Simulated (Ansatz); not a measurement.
# F4Ni: the cost of one run

Computed with Ansatz 0.2.0 (DFT unrestricted wB97X-V, scalar-relativistic (X2C), Gaussian basis x2c-TZVPPall, and further levels as typed in the inputs, unless a step's input says otherwise).

2 further runs of the same task are left out: 2 that didn't finish.

## Step 1: The system as given

Bond lengths: Ni1–F2 1.722 Å, Ni1–F3 1.728 Å, Ni1–F4 1.736 Å, Ni1–F5 1.727 Å. Angles: F2–Ni1–F3 96.4°, F2–Ni1–F4 116.4°, F2–Ni1–F5 116.5°, F3–Ni1–F4 115.9°, F3–Ni1–F5 116.7°, F4–Ni1–F5 96.5°.

Coordinates:

```xyz
5

Ni   -0.0041   -0.0033    0.0008
F     1.2777   -0.0022    1.1500
F    -1.2934    0.0185    1.1505
F    -0.0009    1.2885   -1.1589
F    -0.0098   -1.2948   -1.1456
```

## Step 2: Relaxing the atoms: F4Ni

The input, input.yaml:

```yaml
relax:
  f_tol: 0.001
  max_steps: 200
crystal:
  periodic: [false, false, false]
  atoms:
    - { symbol: Ni, position_ang: [-0.004148, -0.003334, 0.000811] }
    - { symbol: F, position_ang: [1.27773, -0.002186, 1.149964] }
    - { symbol: F, position_ang: [-1.293412, 0.018494, 1.15054] }
    - { symbol: F, position_ang: [-0.00086, 1.28852, -1.15891] }
    - { symbol: F, position_ang: [-0.009827, -1.294828, -1.145602] }
magnetization:
  spin_polarized: true
  initial_magnetization: 2
basis:
  gaussian: { orbitals: x2c-TZVPPall }
hamiltonian:
  xc: { name: wB97X-V }
```

Run with:

```console
> ansatz run input.yaml --threads 4 --pin off --max-ram 8192MiB --backend cpu --events-out ev --progress --plain --runs-dir out
```

**Question.** How long does this run take on 4 threads of Arm Neoverse V1, shared host, and how much memory does it need?

About 8.1 min, with a peak of 1.1 GiB.
